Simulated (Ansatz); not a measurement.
**Molecular dynamics of Sc8H4Pt8C**

input.yaml

```yaml
accuracy: low
crystal:
  lattice:
    - [6.54, 0.0, 0.0]
    - [0.0, 6.54, 0.0]
    - [0.0, 0.0, 17.905]
  atoms:
    - { symbol: Sc, position: [0.25019142, 0.25008137, 0.13057356] }
    - { symbol: Pt, position: [0.0, 0.0, 0.0558503] }
    - { symbol: Sc, position: [0.25044978, 0.24972942, 0.31787036] }
    - { symbol: Pt, position: [0.00330183, 0.00337987, 0.23434681] }
    - { symbol: Sc, position: [0.2500539, 0.74994103, 0.13032477] }
    - { symbol: Pt, position: [0.0, 0.5, 0.0558503] }
    - { symbol: Sc, position: [0.24981574, 0.75030487, 0.3126896] }
    - { symbol: Pt, position: [0.00345105, 0.49657244, 0.23467937] }
    - { symbol: Sc, position: [0.75000267, 0.25009471, 0.130323] }
    - { symbol: Pt, position: [0.5, 0.0, 0.0558503] }
    - { symbol: Sc, position: [0.75021726, 0.24978364, 0.31263903] }
    - { symbol: Pt, position: [0.49713678, 0.00277233, 0.23462669] }
    - { symbol: Sc, position: [0.75009899, 0.74992921, 0.13023928] }
    - { symbol: Pt, position: [0.5, 0.5, 0.0558503] }
    - { symbol: Sc, position: [0.75072455, 0.75016452, 0.31155848] }
    - { symbol: Pt, position: [0.49701337, 0.49721186, 0.2349528] }
    - { symbol: C, position: [0.23888119, 0.25372727, 0.48371474] }
    - { symbol: H, position: [0.15706484, 0.39302446, 0.46649919] }
    - { symbol: H, position: [0.15667142, 0.11733873, 0.46382122] }
    - { symbol: H, position: [0.39621064, 0.25523053, 0.46185211] }
    - { symbol: H, position: [0.24583942, 0.24890852, 0.54489513] }
basis:
  ecutwfc: 420.0
kpoints:
  mp_grid: { grid: [3, 3, 1] }
hamiltonian:
  xc: pbe
  dispersion: d3bj
scf:
  occupations: { method: fermi_dirac, width: 0.1 }
  lower_state_search: "off"
md:
  timestep: 0.5
  n_steps: 230
  ensemble: nvt_nose_hoover
  temperature: 900.0
  initial_velocities: maxwell_boltzmann
  seed: 431203
  nose_hoover: { tau: 50.0, chain_length: 1 }
  constraints: [{ sites: [1, 5, 9, 13] }]
```

Run as:

```bash
$ ansatz run input.yaml --threads 4 --pin off --max-ram 10240MiB --backend cpu --events-out ev --progress --plain --runs-dir out
```

It starts from a relaxed structure.

Output, in part (step lines):

```
md step     0: t =     0.00 fs  T =   900.0 K  F+E_penalty+E_count = -117602.83715395 eV  E_kin = 1.977678 eV  conserved = -117600.85947597 eV  (12 SCF iters)
[... lines left out ...]
```

The steps, from the saved trajectory:

```
time (fs)  T (K)  potential energy less start (eV)  conserved less start (meV/atom)
      0.0    900                             0.000                             0.00
      3.5    758                             0.316                             0.18
      7.0    764                             0.304                             0.07
     10.5    760                             0.317                             0.06
     14.0    638                             0.595                             0.18
     17.5    579                             0.733                             0.08
     21.0    483                             0.957                             0.16
     24.5    439                             1.071                             0.15
     28.0    375                             1.228                             0.12
     31.5    318                             1.374                             0.18
     35.0    345                             1.339                             0.12
     38.5    334                             1.393                             0.14
     42.0    389                             1.305                             0.13
     45.5    469                             1.176                             0.09
     49.0    518                             1.129                             0.12
     52.5    615                             0.988                             0.16
     56.0    761                             0.762                             0.08
     59.5    789                             0.805                             0.10
     63.0    802                             0.895                             0.22
     66.5    996                             0.594                             0.07
     70.0    935                             0.870                             0.19
     73.5    866                             1.155                             0.24
     77.0    973                             1.044                             0.14
     80.5    866                             1.418                             0.32
     84.0    818                             1.644                             0.19
     87.5    756                             1.889                             0.25
     91.0    794                             1.927                             0.22
     94.5    787                             2.055                             0.11
     98.0    670                             2.423                             0.32
    101.5    880                             2.080                             0.04
    105.0    856                             2.263                             0.11
    108.5    819                             2.487                             0.34
    112.0   1122                             1.967                             0.11
```

The run went to its last step. The conserved energy stayed within 0.4 meV per atom of its start (net change 0.39 meV per atom), so the integration is sound. A run of 0.12 ps of so small a system gives no equilibrium averages. Limits of this set-up: coarse k mesh, thin slab, slab without dipole correction, low accuracy level.

Mean squared displacements from the first frame to the last: Sc 0.06 Å², Pt 0.05 Å², C 1.25 Å², H 3.98 Å².

Last frame:

```xyz
21
Lattice="6.5400 0.0000 0.0000 0.0000 6.5400 0.0000 0.0000 0.0000 17.9050" Properties=species:S:1:pos:R:3
Sc 1.682 1.639 2.377
Pt 0.000 0.000 1.000
Sc 1.559 1.806 5.493
Pt 0.136 -0.092 3.936
Sc 1.840 4.974 2.462
Pt 0.000 3.270 1.000
Sc 1.640 4.901 5.510
Pt -0.266 3.577 4.242
Sc 4.862 1.776 2.079
Pt 3.270 0.000 1.000
Sc 5.083 1.538 5.852
Pt 3.340 0.123 4.096
Sc 5.055 4.825 2.360
Pt 3.270 3.270 1.000
Sc 4.787 5.087 5.866
Pt 3.272 3.209 4.424
C 2.037 0.690 8.362
H 2.809 0.408 8.900
H 1.893 1.795 8.342
H 2.225 0.301 7.392
H 0.999 0.419 8.585
```

Time of the run: 18 min on 4 threads of Intel(R) Xeon(R) 6975P-C (Granite Rapids), on a shared host, peak memory 2.6 GiB.
